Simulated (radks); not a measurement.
**Ionising iron step by step, Fe to Fe¹²⁺**

The task here is to estimate one member of a computed series from the others.

Program: radks (a radial shooting solver on a logarithmic mesh, Libxc functionals) version 1. Level of theory: Dirac Kohn-Sham, relativistic LDA (MacDonald-Vosko exchange, VWN5 correlation), spin-unpolarised, spherical densities, finite nucleus; open shells fill j = l - 1/2 first. These are calculated values, not measurements, unless marked.

## Starting point

| Property | Result |
| --- | --- |
| element | iron (Z = 26) |
| charges | 0 to 12 |
| first configuration | [Ar] 3d6 4s2 |
| last configuration | [Ne] 3s2 3p2 |

The first run:

Settings of this run:

```text
Z 26
configuration [Ar] 3d6 4s2
relativity Dirac
functional lda_x_rel,vwn5
spin unpolarised
j_filling energy
nucleus finite rms 3.7377 fm
c 137.035999084
```

Steps of the session up to this table: Fe, [Ar] 3d6 4s2; Fe⁺, [Ar] 3d6 4s1; Fe²⁺, [Ar] 3d6; Fe³⁺, [Ar] 3d5; Fe⁴⁺, [Ar] 3d4; Fe⁵⁺, [Ar] 3d3; Fe⁶⁺, [Ar] 3d2; Fe⁷⁺, [Ar] 3d1; Fe⁸⁺, [Ar]; Fe⁹⁺, [Ne] 3s2 3p5; Fe¹⁰⁺, [Ne] 3s2 3p4; Fe¹¹⁺, [Ne] 3s2 3p3; Fe¹²⁺, [Ne] 3s2 3p2.

One of the session's tables, all rows but one given; the rest of the session is left out.

| species | Δ-SCF (eV) | −ε(HOMO) (eV) |
| --- | --- | --- |
| Fe | 8.958 | 5.470 |
| Fe⁺ | 16.461 | 12.606 |
| Fe²⁺ | 34.449 | 25.956 |
| Fe³⁺ | 53.288 | 43.426 |
| Fe⁴⁺ | 74.821 | 63.760 |
| Fe⁵⁺ | 98.364 | 86.246 |
| Fe⁶⁺ | 123.91 | 110.82 |
| Fe⁷⁺ | 151.33 | 137.32 |
| Fe⁸⁺ | ? | ? |
| Fe⁹⁺ | 263.37 | 248.52 |
| Fe¹⁰⁺ | 293.63 | 278.36 |
| Fe¹¹⁺ | 324.70 | 309.04 |

Estimate the missing values for Fe⁸⁺.

**Answer.** Δ-SCF (eV): 233.97; −ε(HOMO) (eV): 219.57. In the column «Δ-SCF (eV)» it lies between Fe⁷⁺ (151.33) and Fe⁹⁺ (263.37).

There the highest level belongs to another shell. Minus the highest eigenvalue gives 61 to 95 % of the Δ-SCF value along the ladder. Spin polarisation and multiplet splitting are left out, so open shells lie too high by an amount that depends on their filling.
